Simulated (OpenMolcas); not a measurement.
# Eu²⁺ among point charges: CASSCF levels and susceptibility

Aim: the splitting of the states of Eu²⁺ in the field of 3 point charges, its lowest levels with spin-orbit coupling and its magnetic susceptibility.

The numbers are computed with OpenMolcas 26.06 (state-averaged CASSCF, spin-orbit coupling by RASSI with atomic mean-field integrals), except any that are marked as measured or tabulated.

## 1. The system

```
Species                           : Eu²⁺ (europium, Z = 63, 61 electrons)
Basis                             : ANO-RCC-VDZP [7s6p4d2f1g], 68 functions
Scalar Hamiltonian                : DKH2, point nucleus
Inactive shells                   : 1s 2s 2p 3s 3p 3d 4s 4p 4d 5s 5p
Active space                      : 7 electrons in 7 orbitals (4f)
Some configurations of this space : 4f7
Orbitals                          : optimised for the highest spin of each parity, averaged over all roots
```

The outer shells:

4f7
```
4f [↑ ][↑ ][↑ ][↑ ][↑ ][↑ ][↑ ]
```

The ion sits among 3 point charges of -0.5 e arranged as a planar triangle (D3h), 2.55 Å from the ion.

Each step is its own input file, run in one work folder so that later steps find the files of earlier ones. Labels, J, g values, rates, χT and fits are worked out afterwards by a script from the matrices that RASSI stores.

## 2. GATEWAY and SEWARD: basis and integrals

File a.inp:

```
&GATEWAY
Coord
1

Eu 0.0 0.0 0.0
Basis=ANO-RCC-VDZP
Group=NoSym
NoMove
AngMom=0.0 0.0 0.0
AMFI
XField
3 Angstrom 0
2.550000 0.000000 0.000000 -0.500000
-1.275000 2.208365 0.000000 -0.500000
-1.275000 -2.208365 0.000000 -0.500000
&SEWARD
```

Command:

```bash
$ OMP_NUM_THREADS=1 MOLCAS_MEM=2252 MOLCAS_PROJECT=a pymolcas a.inp > a.log
```

## 3. Reference wave functions, octets, 1 root

File a.inp:

```
&RASSCF
FileOrb=start.orb
Symmetry=1
Spin=8
nActEl=7 0 0
Inactive=27
Ras2=7
CIRoot=1 1 1
SDav=1
CIMx=300
Iter=120 100
PrWF=0.3
OrbListing=Nothing
MaxOrb=0
>>> COPY $Project.JobIph JOB001
```

start.orb holds the contracted functions of the basis, ordered by shell, or the orbitals of the step before.

## 4. Reference wave functions, sextets, 48 roots

File a.inp:

```
&RASSCF
FileOrb=start.orb
Symmetry=1
Spin=6
nActEl=7 0 0
Inactive=27
Ras2=7
CIRoot=48 48 1
SDav=48
CIMx=300
Iter=120 100
PrWF=0.3
OrbListing=Nothing
MaxOrb=0
CIOnly
>>> COPY $Project.JobIph JOB002
```

## 5. State interaction with spin-orbit coupling

File a.inp:

```
&RASSI
NrOfJobIphs=2 1 21
1
1 2 3 4 5 6 7 8 9 10 11 12 13 14 15 16 17 18 19 20 21
IphNames
JOB001
JOB002
EJob
SpinOrbit
DIPRint=1.0
SOCoupling=1000.0
Subsets=2
Property=9
'ANGMOM' 1 'ANGMOM' 2 'ANGMOM' 3 'MLTPL  1' 1 'MLTPL  1' 2 'MLTPL  1' 3
'AMFI' 1 'AMFI' 2 'AMFI' 3
SOProperty=3
'ANGMOM' 1 'ANGMOM' 2 'ANGMOM' 3
```

Q: Predict the outcome of this session. Wanted: spin-free ground state; lowest level; next level.

The runs gave:

| quantity | value |
| --- | --- |
| method | CASSCF |
| spin-free ground state | 8A1, 1-fold in its orbital part |
| lowest level | 2-fold E1/2, g = 2.00, 7.99, 7.99 |
| next level | 0.3 cm⁻¹ |
| χT at 300 K | 7.86 cm³ K/mol |
| effective moment at 300 K | 7.93 μB |

What this shows: The spin-free ground state (8A1) comes to 100 % from free-ion S terms and keeps the highest spin of the shell. The sextets rest on orbitals optimised for another spin in at least one step, which raises them against the optimised states. Not all states of the active space went into the spin-orbit step. Terms of lower spin are left out of the spin-orbit mixing, so the small splitting that they give the half-filled shell's ground term is missing or unsound. High states of lower spin are left out of the spin-orbit mixing, and CASSCF puts spin-flip levels too high. Point charges carry no covalency, so the field is a model and not that of real ligands.
